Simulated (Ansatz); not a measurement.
**AlSn in Ansatz: the effect of functional**

AlSn:

```
Sn Al
1.0
     4.16993    0.00000    0.00000
    -2.08496    3.61126    0.00000
     0.00000    0.00000    3.28465
Sn Al
1 1
Direct
  0.33333 0.66667 0.50000
  0.00000 0.00000 0.00000
```

The cell comes from a database or a generator and needn't be the stable form of this composition.

The cell isn't the ideal one: volume scaled by 0.98.

Alike in all runs:

| Property | Result |
| --- | --- |
| Program | Ansatz 0.2.0 |
| Task | single point |
| Potentials or basis | Ansatz PAW |
| k mesh | 7 × 7 × 8 |
| Occupations | fermi-dirac, width 0.05 eV |
| Spin | no spin polarisation |

| functional | cutoff | pressure (GPa) |
| --- | --- | --- |
| LDA | 420 eV (not typed: the program's choice for these potentials) | -2.1 |
| PBEsol | 420 eV (not typed: the program's choice for these potentials) | -0.8 |
| r2SCAN | 500 eV (not typed: the program's choice for these potentials) | ? |

Problem. What does the run with functional r2SCAN give?

Solution. Pressure 0.0 GPa.

Caveats: the PAW data sets come from PBE, with cores solved anew for the run's functional, which leaves a small shift of forces and pressure.

Runs at the PBE level aren't shown here.
